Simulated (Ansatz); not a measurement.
Runs of Ansatz 0.2.0 on MnPt2. It takes space group P-3m1 (No. 164, trigonal). Conventional cell: a = 2.858 Å, b = 2.858 Å, c = 6.533 Å, α = 90.00°, β = 90.00°, γ = 120.00°. Around Pt (site symmetry 3m) lie 3 Mn at 2.64 Å and 9 Pt at 2.86 to 2.91 Å. Mn (site symmetry -3m) is surrounded by 6 Pt at 2.64 Å and 6 Mn at 2.86 Å. The cell comes from a database or a generator and needn't be the stable form of this composition.

```csv
potentials or basis,cutoff (eV),basis error allowed,pressure (GPa),moment (μB),largest force (eV/Å)
"all-electron LAPW, scalar-relativistic",261,0.002 eV/atom,-9.2,4.51,0.03
all-electron PAW datasets made for the crystal,280,-,-9.2,4.51,0.03
"all-electron LAPW, non-relativistic",261,0.002 eV/atom,13.5,4.55,0.03
"all-electron LAPW, inner shells corrected to Dirac's equation",261,0.002 eV/atom,(a),4.51,0.03
```

Alike in all rows: task band structure; level PBEsol; spin collinear, ferromagnetic start; cell as given; k mesh 11 × 11 × 4; smearing fermi-dirac 0.05 eV.

Problem. Fill in the values left out.

Solution. (a) -9.1.

Caveats: relativity is left out, which matters for the heavier elements (some runs).

The runs don't all hold the same shells in valence.

Runs at the PBE level aren't shown here.
